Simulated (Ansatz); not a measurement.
# CH5GaO: the cost of one run

The runs use Ansatz 0.2.0, Gaussian basis; PBE0-D4/def2-TZVP structures, single points in def2-TZVPP, no counterpoise correction.

Levels: SPW92, PBE-D4, BLYP-D4, r2SCAN-D4, B97M-V, PBE0-D4, B3LYP-D4, r2SCAN0-D4, BHLYP-D4, CAM-B3LYP-D4, wB97X-V, wB97M-V, B2PLYP, PBE-QIDH, RPA on PBE, Hartree-Fock, MP2, CCSD, CCSD(T).

Correlated methods freeze the cores. Filled d shells of the heavier atoms are correlated. B3LYP uses VWN-RPA correlation. B2PLYP carries no dispersion term here.

94 further runs of the same task are left out: 94 set aside as unsound or not needed. Runs told in other sessions of the task aren't counted.

## (1) The system as given

The complex: 11 atoms, charge 0, spin multiplicity 1.

Atoms are counted from 1 here; the program's logs count them from 0.

Bond lengths: Ga1–O2 2.145 Å, Ga1–H3 1.566 Å, Ga1–H4 1.565 Å, Ga1–O6 1.848 Å, O2–H5 0.984 Å, O2–H8 0.963 Å, O6–C7 1.400 Å, C7–H9 1.100 Å, C7–H10 1.096 Å, C7–H11 1.098 Å. Angles: O2–Ga1–H3 99.9°, O2–Ga1–H4 106.6°, O2–Ga1–O6 79.0°, H3–Ga1–H4 128.3°, H3–Ga1–O6 114.2°, H4–Ga1–O6 113.9°, Ga1–O2–H5 84.4°, Ga1–O2–H8 114.4°, H5–O2–H8 107.4°, Ga1–O6–C7 122.8°, O6–C7–H9 112.8°, O6–C7–H10 109.6°, O6–C7–H11 111.6°, H9–C7–H10 107.7°, H9–C7–H11 107.6°, H10–C7–H11 107.4°.

Coordinates:

```tsv
atom	x (Å)	y (Å)	z (Å)
Ga1	-0.83366	-0.32607	-0.95705
O2	0.50719	-1.94008	-0.51428
H3	-0.65699	-0.24759	-2.51099
H4	-2.14205	-0.59439	-0.14167
H5	1.04044	-1.24581	-0.06600
O6	0.47809	0.55582	-0.00013
C7	0.19843	1.34224	1.12367
H8	1.01614	-2.25222	-1.26923
H9	-0.62811	0.94179	1.72853
H10	1.08506	1.39603	1.76540
H11	-0.06456	2.37030	0.84165
```

Its parts: CH5GaO holds atoms 1, 3, 4, 6, 7, 9, 10, 11; H2O holds atoms 2, 5, 8. Each part counts its atoms afresh in its own runs.

## (2) Relaxing CH5GaO alone

The input, relax-a/in.yaml:

```yaml
crystal:
  periodic: [false, false, false]
  atoms:
    - {symbol: Ga, position_ang: [-0.833655, -0.326074, -0.957052]}
    - {symbol: H, position_ang: [-0.656990, -0.247587, -2.510990]}
    - {symbol: H, position_ang: [-2.142051, -0.594392, -0.141675]}
    - {symbol: O, position_ang: [0.478095, 0.555820, -0.000125]}
    - {symbol: C, position_ang: [0.198426, 1.342237, 1.123673]}
    - {symbol: H, position_ang: [-0.628105, 0.941791, 1.728533]}
    - {symbol: H, position_ang: [1.085065, 1.396027, 1.765398]}
    - {symbol: H, position_ang: [-0.064555, 2.370296, 0.841652]}
basis:
  gaussian: {orbitals: def2-TZVP}
hamiltonian: {xc: pbe0, dispersion: d4}
relax: {f_tol: 0.005, max_steps: 200}
```

Command:

```console
$ ansatz run in.yaml --threads 8 --pin off --events-out ev --progress --plain --max-ram 19148MiB
```

**Question.** How long does this run take on 8 threads of Intel Xeon Platinum 8488C, shared host?

About 10 s.
